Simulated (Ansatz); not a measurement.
**FGaH7NSi2: small, medium and large basis sets**

An exercise on one series of results from a longer session: the logs are not shown, and one member is left open.

The runs use Ansatz 0.2.0, Gaussian basis; one geometry, several basis sets.

Levels to be run: PBE0-D4/def2-SVP; ωB97M-V/def2-SVP; PBE0-D4/def2-QZVPP; ωB97M-V/def2-QZVPP; the functionals' def2-TZVPP values are taken from earlier runs.

### Structure used throughout

All runs share one geometry, relaxed beforehand with PBE0-D4 in a triple-zeta def2 set.

SMILES `N[SiH2][SiH2][GaH][F]`, 12 atoms, charge 0, spin multiplicity 1.

Atoms are counted from 1 here; the program's logs count them from 0.

Bond lengths: N1–Si2 1.815 Å, N1–H6 1.013 Å, N1–H7 1.017 Å, Si2–Si3 2.337 Å, Si2–H8 1.488 Å, Si2–H9 1.488 Å, Si3–Ga4 2.435 Å, Si3–H10 1.487 Å, Si3–H11 1.488 Å, Ga4–F5 1.793 Å, Ga4–H12 1.566 Å. Angles: Si2–N1–H6 116.1°, Si2–N1–H7 114.6°, H6–N1–H7 107.7°, N1–Si2–Si3 95.4°, N1–Si2–H8 109.2°, N1–Si2–H9 103.6°, Si3–Si2–H8 123.5°, Si3–Si2–H9 113.7°, H8–Si2–H9 108.7°, Si2–Si3–Ga4 79.4°, Si2–Si3–H10 112.7°, Si2–Si3–H11 111.2°, Ga4–Si3–H10 118.0°, Ga4–Si3–H11 121.9°, H10–Si3–H11 109.7°, Si3–Ga4–F5 110.2°, Si3–Ga4–H12 131.3°, F5–Ga4–H12 115.6°.

Set-up of the first run:

The input, in.yaml:

```yaml
crystal:
  periodic: [false, false, false]
  atoms:
    - {symbol: N, position_ang: [-0.711523, 0.847005, -0.736203]}
    - {symbol: Si, position_ang: [-1.167449, -0.798947, -0.121043]}
    - {symbol: Si, position_ang: [0.896126, -1.234926, 0.886016]}
    - {symbol: Ga, position_ang: [1.163986, 1.117901, 0.318958]}
    - {symbol: F, position_ang: [2.063503, 1.283201, -1.222837]}
    - {symbol: H, position_ang: [-1.425975, 1.562319, -0.667189]}
    - {symbol: H, position_ang: [-0.353228, 0.858589, -1.687956]}
    - {symbol: H, position_ang: [-1.720018, -1.604288, -1.243808]}
    - {symbol: H, position_ang: [-2.260047, -0.519118, 0.848987]}
    - {symbol: H, position_ang: [1.702733, -2.231272, 0.132578]}
    - {symbol: H, position_ang: [0.724179, -1.689995, 2.291874]}
    - {symbol: H, position_ang: [1.087713, 2.409543, 1.200612]}
basis:
  gaussian: {orbitals: def2-SVP}
hamiltonian: {xc: pbe0, dispersion: d4}
output: {orbitals: {seedname: orbitals}}
```

Started as:

```
> ansatz run in.yaml --threads 4 --pin off --events-out ev --progress --plain --max-ram 10444MiB
```

Steps of the session up to this table: PBE0-D4 in def2-SVP; ωB97M-V in def2-SVP; PBE0-D4 in def2-QZVPP; ωB97M-V in def2-QZVPP.

One table of the session follows, with a row left open; its other results are not shown here.

It belongs to the step «Functionals by basis». 

| functional | basis | HOMO (eV) |
| --- | --- | --- |
| PBE0-D4 | def2-SVP | -6.93 |
| PBE0-D4 | def2-TZVPP | -6.96 |
| PBE0-D4 | def2-QZVPP | -6.97 |
| ωB97M-V | def2-SVP | -8.85 |
| ωB97M-V | def2-TZVPP | -8.91 |
| ωB97M-V | def2-QZVPP | ? |

Estimate the missing values for ωB97M-V, def2-QZVPP.

As computed: HOMO (eV): -8.93. In the column «HOMO (eV)» it is the lowest.
